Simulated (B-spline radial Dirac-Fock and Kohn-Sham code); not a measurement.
**An X-ray data sheet for Ge⁴⁺, step by step**

Wanted for Ge⁴⁺: its X-ray form factor and Compton profile and the binding energy of each subshell.

The numbers are computed with B-spline radial Dirac-Fock and Kohn-Sham code (version 3): a free atom or ion on a radial basis; each step names its model.

## 1. The system

Ge⁴⁺, [Ar] 3d10, inside a Watson sphere of charge -4 and radius 2.4 Å (a model of the Madelung potential; inside it an electron's potential energy is raised by 24.0 eV).

| Quantity | Value |
| --- | --- |
| nuclear charge | 32 |
| electrons | 28 |
| mass number | 74 |
| nuclear rms radius | 4.0742 fm |

Outer shells as boxes (Hund's rule, for the drawing alone; heavy ions are jj-coupled, and the calculation averages over the configuration):

```
[Ar] core
3d [↑↓][↑↓][↑↓][↑↓][↑↓]
```

## 2. X-ray scattering functions

Model: Dirac-Fock average of configuration, finite nucleus; form factor of the spherical density, Waller-Hartree incoherent function, impulse-approximation Compton profiles.

Settings, as recorded:

```ini
task = scatter
Z = 32
charge = 4
configuration = 1s2 2s2 2p6 3s2 3p6 3d10
mass_number = 74
rms_radius = 4.0742  # fm
s = [0.0, 0.04, 0.06, 0.07, 0.08, 0.1, 0.13, 0.16, 0.19, 0.24, 0.29, 0.36, 0.44, 0.54, 0.67, 0.82, 1.01, 1.25, 1.54, 1.89, 2.33, 2.87, 3.53]  # 1/A
pz = [0, 0.1, 0.15, 0.21, 0.31, 0.44, 0.65, 0.94, 1.4, 2.0, 2.9, 4.2, 6.1, 8.8, 13.0, 19.0, 27.0, 39.0, 57.0, 82.0, 120.0]  # a.u.
photon_energy = [8047.8, 17479.3, 30000, 50000, 100000, 200000, 500000, 1000000]  # eV
watson_charge = -4  # e
watson_radius = 2.4  # A
```

Main fields of the result record, rounded:

```text
{
  "status": "converged",
  "form_factor [e]": [28.0, 27.877, 27.725, 27.626, 27.514, 27.247, 26.748, 26.143, 25.445, 24.116, 22.646, 20.48, 18.03, 15.239, 12.286, 9.8531, 7.9411, 6.6163, 5.6601, 4.7215, 3.645, 2.6138, 1.8497],
  "incoherent": [-3.4071e-12, 0.1233, 0.27495, 0.37209, 0.4828, 0.74266, 1.2189, 1.7818, 2.4114, 3.557, 4.7584, 6.4344, 8.2542, 10.332, 12.704, 15.002, 17.29, 19.378, 21.137, 22.661, 24.034, 25.14, 25.942],
  "compton_total [1/a.u.]": [3.3794, 3.3776, 3.3754, 3.3715, 3.3621, 3.3443, 3.3017, 3.2113, 2.9816, 2.5368, 1.788, 1.0254, 0.53646, 0.27699, 0.11942, 0.045137, 0.016301, 0.0046211, 0.00096592, 0.00017575, 2.6519e-05],
  "shells": ["1s1/2", "2s1/2", "2p1/2", "2p3/2", "3s1/2", "3p1/2", "3p3/2", "3d3/2", "3d5/2"],
  "occupation": [2.0, 2.0, 2.0, 4.0, 2.0, 2.0, 4.0, 4.0, 6.0],
  "mean_momentum [a.u.]": [27.622, 9.3907, 12.645, 12.399, 3.9086, 4.6049, 4.5317, 4.905, 4.8745],
  "r2 [bohr^2]": 10.473,
  "r_inverse [1/bohr]": 156.44,
  "r1 [bohr]": 13.831,
  "coherent [b]": [244.24, 96.227, 45.39, 19.89, 6.0393, 1.6777, 0.28434, 0.072005],
  "incoherent_cross_section [b]": [4.9727, 9.3385, 11.71, 12.881, 12.672, 11.015, 8.0266, 5.8953]
}
```

Form factor and incoherent function, every second point:

```csv
s (1/Å),f (e),f / N,S(s)
0,28.00,1.000,0
0.0600,27.72,0.990,0.2750
0.0800,27.51,0.983,0.4828
0.130,26.75,0.955,1.219
0.190,25.44,0.909,2.411
0.290,22.65,0.809,4.758
0.440,18.03,0.644,8.254
0.670,12.29,0.439,12.70
1.01,7.941,0.284,17.29
1.54,5.660,0.202,21.14
2.33,3.645,0.130,24.03
3.53,1.850,0.066,25.94
```

## 3. Hole states by ΔSCF

Model: Dirac-Fock average of configuration, Delta-SCF, finite nucleus, first-order Breit with its frequency dependence, self-energy and vacuum polarisation.

The run's settings:

```ini
task = binding
```

Main fields of the result record, rounded:

```text
{
  "status": "converged",
  "shells": ["K", "L1", "L2", "L3", "M1", "M2", "M3", "M4", "M5"],
  "total_energy_parts [Ha]": [-2069.14249, 1.04672636, -0.0974481732, -0.00376905851, 0.700762976, -0.0663969387],
  "koopmans [eV]": [11211.6, 1479.63, 1313.22, 1280.97, 226.157, 169.713, 165.159, 68.7928, 68.1341],
  "dirac_coulomb [eV]": [11164.5, 1457.18, 1288.65, 1256.79, 221.5, 165.208, 160.823, 64.729, 64.1391],
  "gaunt [eV]": [-16.1514, -1.13908, -2.15746, -1.50616, -0.123798, -0.239959, -0.147259, -0.0175699, 0.0162122],
  "retardation [eV]": [1.02212, 0.0404225, 0.231138, 0.231273, 0.00359199, 0.027772, 0.0276022, -0.00136866, -0.00135065],
  "breit_frequency [eV]": [0.0449381, -0.00561807, -0.000739918, 0.0200225, -0.000879219, -0.000403882, 0.0026562, -0.000327158, -0.000296508],
  "self_energy [eV]": [-8.05955, -0.859524, 0.094133, 0.0218565, -0.135998, 0.0112214, 0.00123663, 0.00716503, 0.00502061],
  "vacuum_polarisation [eV]": [0.77941, 0.0774527, -0.00538702, -0.00597805, 0.0119217, -0.000672064, -0.00076724, -0.000451672, -0.00044358],
  "binding [eV]": [11142.2, 1455.29, 1286.81, 1255.55, 221.255, 165.006, 160.706, 64.7164, 64.1582],
  "mean_radius [bohr]": [0.0469773, 0.209003, 0.181182, 0.184722, 0.622558, 0.638436, 0.648113, 0.707582, 0.712141]
}
```

total_energy_parts: Dirac-Coulomb, Gaunt, retardation, frequency dependence, self-energy, vacuum polarisation. 

Each level as Koopmans' value plus corrections (eV):

```csv
level,-ε,relaxation,Breit,QED,binding
1s,11211.6,-47.10,-15.08,-7.28,11142.2
2s,1479.6,-22.46,-1.10,-0.78,1455.3
2p1/2,1313.2,-24.57,-1.93,0.09,1286.8
2p3/2,1281.0,-24.19,-1.25,0.02,1255.5
3s,226.2,-4.66,-0.12,-0.12,221.3
3p1/2,169.7,-4.50,-0.21,0.01,165.0
3p3/2,165.2,-4.34,-0.12,0.00,160.7
3d3/2,68.79,-4.06,-0.02,0.01,64.72
3d5/2,68.13,-4.00,0.01,0.00,64.16
```

Line energies follow by subtraction:

```csv
line,energy (eV)
Kβ1 (K-M3),10981.5
Kβ3 (K-M2),10977.2
Kα1 (K-L3),9886.6
Kα2 (K-L2),9855.4
Lβ3 (L1-M3),1294.6
Lβ4 (L1-M2),1290.3
Lβ1 (L2-M4),1222.1
Lα1 (L3-M5),1191.4
Lα2 (L3-M4),1190.8
Lη (L2-M1),1065.6
Lℓ (L3-M1),1034.3
```

## 4. What came out

| quantity | value |
| --- | --- |
| rms radius of the electron cloud | 0.612 bohr |
| form factor halves at | 0.59 1/Å |
| Compton profile at zero | 3.379 1/a.u. |
| deepest level listed, K (1s) | 11142.2 eV |
| least bound, M5 (3d5/2) | 64.16 eV |
| Kα1 | 9886.6 eV |

**Reading.** f falls from 28 to half of that at s = 0.59 1/Å. Incoherent scattering outweighs coherent from 100 keV on, among the energies asked. For K (1s), relaxation takes off 47.1 eV, Breit terms shift it by -15.08 and QED by -7.28 eV. The Hartree-Fock and Dirac-Fock values hold no electron correlation.
